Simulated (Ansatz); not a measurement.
Write a Python script for Ansatz's Python interface that makes vertical and adiabatic energies of changing the electron count of BrClHIn, SMILES [Cl][InH][Br]. Level of theory (for the species named): PBE, def2-SVP basis, multiplicity 1.

| atom | x (Å) | y (Å) | z (Å) |
| --- | --- | --- | --- |
| Cl | -1.9045 | 0.5458 | -0.9581 |
| In | 0.1522 | 0.1813 | -0.0771 |
| Br | 0.7815 | -2.0812 | 0.3160 |
| H | 1.0263 | 1.2939 | 0.6988 |

Script `adiabatic_brclhin.py`:
```python
"""Vertical and adiabatic ionisation of BrClHIn."""

import itertools

import ansatz as az
from ase.data import atomic_numbers, covalent_radii
import numpy as np

brclhin = (
    az.Crystal.molecule()
    .atom("Cl", [-1.9045, 0.5458, -0.9581])
    .atom("In", [0.1522, 0.1813, -0.0771])
    .atom("Br", [0.7815, -2.0812, 0.316])
    .atom("H", [1.0263, 1.2939, 0.6988])
)

job = (
    brclhin.calculation()
    .basis(gaussian="def2-SVP")
    .functional("pbe")
)
symbols = [site.symbol for site in brclhin.cartesian_sites]
start = np.array([site.position_ang for site in brclhin.cartesian_sites], dtype=float)
r = job.relax(force_tolerance=0.01).run().report
end = np.array(r["positions_ang"])

minimum = az.Crystal.molecule()
for symbol, place in zip(symbols, end):
    minimum = minimum.atom(symbol, place.tolist())
ion = (
    minimum.calculation()
    .basis(gaussian="def2-SVP")
    .functional("pbe")
    .charge(1)
    .spin("collinear", total=1)
)
vertical = ion.run().report
settled = ion.relax(force_tolerance=0.01, max_steps=80).run().report
print(f"vertical ionisation energy   {vertical['free_energy_ev'] - r['free_energy_ev']:.3f} eV")
print(f"adiabatic, no zero point     {settled['free_energy_ev'] - r['free_energy_ev']:.3f} eV")
print(f"relaxation energy of the ion {vertical['free_energy_ev'] - settled['free_energy_ev']:.3f} eV")
ionised = np.array(settled["positions_ang"])
# pairs closer than 1.2 times the sum of covalent radii, before or after
radius = [covalent_radii[atomic_numbers[s]] for s in symbols]
span = lambda where, i, j: np.linalg.norm(where[i] - where[j])
bonded = [(i, j) for i, j in itertools.combinations(range(len(symbols)), 2) if min(span(end, i, j), span(ionised, i, j)) < 1.2 * (radius[i] + radius[j])]
print("pair        before    after (A)")
for i, j in bonded:
    print(f"{symbols[i]}{i}-{symbols[j]}{j}".ljust(10), f"{span(end, i, j):8.4f} {span(ionised, i, j):8.4f}")
```

```console
$ python adiabatic_brclhin.py
vertical ionisation energy   10.119 eV
adiabatic, no zero point     10.086 eV
relaxation energy of the ion 0.034 eV
pair        before    after (A)
Cl0-In1      2.3616   2.3488
In1-Br2      2.4952   2.5795
In1-H3       1.7203   1.7239
```

The energies are electronic: no zero-point or thermal terms, and the basis set is short of its limit. The product may relax into another structure. Each relaxation finds its nearest minimum, which needn't be the lowest. def2 sets replace the cores of elements past krypton by effective core potentials. Wall time of the script: 120 s on 1 thread of Arm Neoverse V2, on a shared host, peak memory 0.27 GiB.
